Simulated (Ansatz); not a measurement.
# SiAsH₃ (triplet): the correlation ladder at a displaced geometry (v1), cc-pVDZ

The task here is to estimate one member of a computed series from the others.

Computed with Ansatz 0.2.0, Gaussian basis. Level: cc-pVDZ, core rule «outside noble gas», up to 19 orbitals frozen.

Plan: UHF; CCSD(T) on ROHF; CCSD(T) on UHF; BCCD(T) on ROHF; CISD; CCSDT(Q) on ROHF; CCSDT(Q) on UHF.

27 further runs of the same task are left out: 12 that didn't finish, 15 set aside as unsound or not needed.

## What is computed

The geometry is a PBE0/def2-TZVP stationary point (not a proven minimum) with its atoms shifted at random (size 0.040 Å). No spin-orbit coupling is included. The filled d shell of As may be among the frozen orbitals whatever the setting's name suggests; the logs give the count.

5 atoms, charge 0, spin multiplicity 3.

Atoms are counted from 1 here; the program's logs count them from 0.

Bond lengths: Si1–As2 2.357 Å, Si1–H3 1.433 Å, As2–H4 1.482 Å, As2–H5 1.614 Å. Angles: As2–Si1–H3 113.0°, Si1–As2–H4 97.8°, Si1–As2–H5 98.9°, H4–As2–H5 93.0°.

The first run:

The input, in.yaml:

```yaml
crystal:
  periodic: [false, false, false]
  atoms:
    - {symbol: Si, position_ang: [0.001602, 0.150516, 1.702443]}
    - {symbol: As, position_ang: [0.000768, -0.066970, -0.644255]}
    - {symbol: H, position_ang: [0.048732, -1.110793, 2.380854]}
    - {symbol: H, position_ang: [1.048580, 0.939292, -0.939144]}
    - {symbol: H, position_ang: [-1.199053, 0.955472, -0.990633]}
basis:
  gaussian: {orbitals: cc-pVDZ}
magnetization: {spin_polarized: true, initial_magnetization: 2}
hamiltonian: {xc: hf}
output: {orbitals: {seedname: orbitals}}
```

Command:

```bash
ansatz run in.yaml --threads 1 --pin off --events-out ev --progress --plain --max-ram 2393MiB
```

Steps of the session up to this table: UHF; CCSD(T) on ROHF; CCSD(T) on UHF; BCCD(T) on ROHF; CISD; CCSDT(Q) on ROHF; CCSDT(Q) on UHF.

One of the session's tables, all rows but one given; the rest of the session is left out.

It belongs to the step «Misses and costs». 

```
   method  from UCCSDT(Q) (kJ/mol)
     ROHF                   +602.8
      UHF                   +595.1
     RMP2                        ?
     UMP2                   +124.7
     CISD                    +71.9
    RCCSD                    +21.9
    UCCSD                    +21.6
 RCCSD(T)                     +4.4
 UCCSD(T)                     +4.3
  BCCD(T)                     +4.2
   RCCSDT                     +1.0
   UCCSDT                     +1.0
RCCSDT(Q)                     +0.1
UCCSDT(Q)                        0
```

Estimate the missing values for RMP2.

**Answer.** from UCCSDT(Q) (kJ/mol): +125.4. In the column «from UCCSDT(Q) (kJ/mol)» it lies between UMP2 (+124.7) and UHF (+595.1).

Limits of these values: Restricted and unrestricted rows rest on different reference determinants; where their highest levels disagree by more than a few hundredths of an eV, they describe different states and don't form one ladder.
